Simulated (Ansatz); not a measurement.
# C₂H₇BSi: one species, many methods

One table from this session's results is given with a row withheld; the runs are named, their logs left out.

The runs use Ansatz 0.2.0, Gaussian basis; functionals in def2-TZVPP, the program's frozen cores in correlated methods.

Plan: LDA (SPW92), PBE-D4, revPBE-D4, BLYP-D4, r2SCAN-D4, B97M-V, PBE0-D4, B3LYP-D4, r2SCANh-D4, r2SCAN0-D4, HSE06-D4, BHLYP-D4, CAM-B3LYP-D4, LC-ωPBE, ωB97X-V, ωB97M-V, B2PLYP, PBE-QIDH; CCSD(T)/def2-SVP; CCSD(T)/def2-TZVPP; MP2/def2-QZVPP; extrapolation to the limit; RPA on PBE.

## Structure used throughout

The geometry comes from an earlier relaxation with PBE0-D4 in a triple-zeta def2 set; it is a stationary point, not always the lowest conformer.

SMILES `BC1C[SiH2]1`, 11 atoms, charge 0, spin multiplicity 1.

Atoms are counted from 1 here; the program's logs count them from 0.

Bond lengths: B1–C2 1.497 Å, B1–H5 1.197 Å, B1–H6 1.202 Å, C2–C3 1.515 Å, C2–Si4 1.928 Å, C2–H7 1.089 Å, C3–Si4 1.848 Å, C3–H8 1.084 Å, C3–H9 1.086 Å, Si4–H10 1.475 Å, Si4–H11 1.472 Å. Angles: C2–B1–H5 120.1°, C2–B1–H6 120.0°, H5–B1–H6 119.9°, B1–C2–C3 124.2°, B1–C2–Si4 91.2°, B1–C2–H7 120.0°, C3–C2–Si4 63.6°, C3–C2–H7 115.4°, Si4–C2–H7 109.8°, C2–C3–Si4 69.2°, C2–C3–H8 116.5°, C2–C3–H9 115.7°, Si4–C3–H8 119.4°, Si4–C3–H9 115.6°, H8–C3–H9 113.6°, C2–Si4–C3 47.3°, C2–Si4–H10 114.3°, C2–Si4–H11 122.9° and more.

Coordinates:

```xyz
11
C2H7BSi
B    -0.9213    1.0932   -0.5477
C     0.2172    0.7286    0.3527
C     0.2606   -0.5226    1.2064
Si    0.4753   -0.9387   -0.5811
H    -0.8082    2.0005   -1.3199
H    -1.9446    0.4630   -0.5094
H     1.1376    1.3101    0.3298
H     1.1047   -0.6194    1.8801
H    -0.6844   -0.8248    1.6484
H     1.8333   -1.1266   -1.1257
H    -0.6047   -1.6203   -1.3131
```

The first run:

File in.yaml:

```yaml
crystal:
  periodic: [false, false, false]
  atoms:
    - {symbol: B, position_ang: [-0.921270, 1.093167, -0.547696]}
    - {symbol: C, position_ang: [0.217164, 0.728624, 0.352726]}
    - {symbol: C, position_ang: [0.260553, -0.522586, 1.206449]}
    - {symbol: Si, position_ang: [0.475257, -0.938664, -0.581127]}
    - {symbol: H, position_ang: [-0.808170, 2.000482, -1.319929]}
    - {symbol: H, position_ang: [-1.944586, 0.462961, -0.509391]}
    - {symbol: H, position_ang: [1.137638, 1.310146, 0.329762]}
    - {symbol: H, position_ang: [1.104666, -0.619437, 1.880092]}
    - {symbol: H, position_ang: [-0.684436, -0.824824, 1.648435]}
    - {symbol: H, position_ang: [1.833287, -1.126612, -1.125724]}
    - {symbol: H, position_ang: [-0.604704, -1.620258, -1.313098]}
basis:
  gaussian: {orbitals: def2-TZVPP}
hamiltonian: {xc: lda}
output: {orbitals: {seedname: orbitals}}
```

Command:

```sh
ansatz run in.yaml --threads 2 --pin off --events-out ev --progress --plain --max-ram 4352MiB
```

Steps of the session up to this table: LDA; PBE-D4 (GGA); revPBE-D4 (GGA); BLYP-D4 (GGA); r2SCAN-D4 (meta-GGA); B97M-V (meta-GGA); B3LYP-D4 (hybrid); r2SCANh-D4 (hybrid); r2SCAN0-D4 (hybrid); HSE06-D4 (hybrid); BHLYP-D4 (hybrid); CAM-B3LYP-D4 (range-separated); LC-ωPBE (range-separated); ωB97X-V (range-separated); ωB97M-V (range-separated); B2PLYP (double hybrid); PBE-QIDH (double hybrid).

One of the session's tables, all rows but one given; the rest of the session is left out.

It belongs to the step «Orbital energies across the functionals». 

| functional | HOMO (eV) | gap (eV) |
| --- | --- | --- |
| LDA (SPW92) | -6.41 | 5.00 |
| PBE-D4 | -6.24 | 5.06 |
| revPBE-D4 | -6.18 | 5.08 |
| BLYP-D4 | -6.05 | 5.05 |
| r2SCAN-D4 | -6.40 | 5.53 |
| B97M-V | -6.45 | 5.51 |
| PBE0-D4 | -7.23 | 6.98 |
| B3LYP-D4 | -7.00 | 6.55 |
| r2SCANh-D4 | -6.77 | 6.24 |
| r2SCAN0-D4 | ? | ? |
| HSE06-D4 | -6.83 | 6.21 |
| BHLYP-D4 | -8.04 | 8.66 |
| CAM-B3LYP-D4 | -8.43 | 9.16 |
| LC-ωPBE | -9.75 | 11.56 |
| ωB97X-V | -9.40 | 11.12 |
| ωB97M-V | -9.30 | 10.73 |

**Question.** Estimate the row for r2SCAN0-D4.

Worked estimate for «HOMO (eV)». Against the share of exact exchange, r2SCAN-D4 (0, -6.40), r2SCANh-D4 (0.1, -6.77) give a slope of -3.70 per unit share; at 0.25 the line stands at -7.32.

The run gave: HOMO (eV): -7.34; gap (eV): 7.28. In «HOMO (eV)» the line misses by +0.02.
